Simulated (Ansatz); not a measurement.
CH4BClS, SMILES CB(S)Cl, a rigid scan of one bond length

Computed with the Python package of Ansatz (0.2.0).

The cells in order, each with its output:

```python
import warnings

import ansatz as az
from ase import Atoms
import numpy as np
```

```python
warnings.simplefilter("ignore", az.DeckWarning)
```

```python
atoms = Atoms(["C", "B", "S", "Cl", "H", "H", "H", "H"], positions=[
    [0.0544, 0.9935, -0.0416],
    [-0.1126, -0.5119, -0.388],
    [1.0739, -1.7349, 0.3478],
    [-1.3698, -1.1004, -1.5101],
    [0.8611, 1.2106, 0.6154],
    [0.1656, 1.6233, -0.9936],
    [-0.9046, 1.3841, 0.4344],
    [0.3242, -1.9213, 1.4798],
])
system = az.Crystal.molecule_from_ase(atoms)
```

```python
symbols = [site.symbol for site in system.cartesian_sites]
start = np.array([site.position_ang for site in system.cartesian_sites])
axis = (start[5] - start[0]) / np.linalg.norm(start[5] - start[0])
moving = [5]
lengths, energies = [1.009, 1.055, 1.101, 1.147, 1.193, 1.239, 1.284, 1.353], []
for length in lengths:
    xyz = start.copy()
    xyz[moving] += (length - np.linalg.norm(start[5] - start[0])) * axis
    point = az.Crystal.molecule()
    for symbol, place in zip(symbols, xyz):
        point = point.atom(symbol, place.tolist())
    job = point.calculation()
    job = job.basis(gaussian="6-31G*")
    job = job.functional("r2SCAN")
    rep = job.run(threads=1, backend="cpu").report
    energies.append(rep["free_energy_ev"])
    print(f"r = {length:6.3f} A  E = {energies[-1]:.5f} eV  <S^2> = {abs(rep['mean_field']['state']['spin_squared']):.3f}")
```

    r =  1.009 A  E = -25134.22832 eV  <S^2> = 0.000
    r =  1.055 A  E = -25134.35528 eV  <S^2> = 0.000
    r =  1.101 A  E = -25134.39263 eV  <S^2> = 0.000
    r =  1.147 A  E = -25134.36122 eV  <S^2> = 0.000
    r =  1.193 A  E = -25134.27743 eV  <S^2> = 0.000
    r =  1.239 A  E = -25134.15414 eV  <S^2> = 0.000
    r =  1.284 A  E = -25134.00508 eV  <S^2> = 0.000
    r =  1.353 A  E = -25133.73863 eV  <S^2> = 0.000

```python
# quartic fit about the minimum
fit = np.polynomial.Polynomial.fit(lengths, np.array(energies) - min(energies), 4).convert()
roots = [r.real for r in fit.deriv().roots() if abs(r.imag) < 1e-9 and fit.deriv(2)(r.real) > 0]
r_e = min(roots, key=lambda r: abs(r - lengths[int(np.argmin(energies))]))
print(f"minimum of the fit at {r_e:.4f} A, force constant {fit.deriv(2)(r_e):.2f} eV/A^2")
```

    minimum of the fit at 1.1011 A, force constant 32.57 eV/A^2

Total energies depend on the basis set; only differences at equal settings carry meaning. The rest of the molecule is held rigid at a force-field or estimated start geometry, and the basis set is modest; single-reference methods fail as a bond breaks. The orbitals are restricted, so S² is zero by construction. Timing: 31 s on 1 thread of Arm Neoverse V1, on a shared host, peak memory 0.2 GiB.
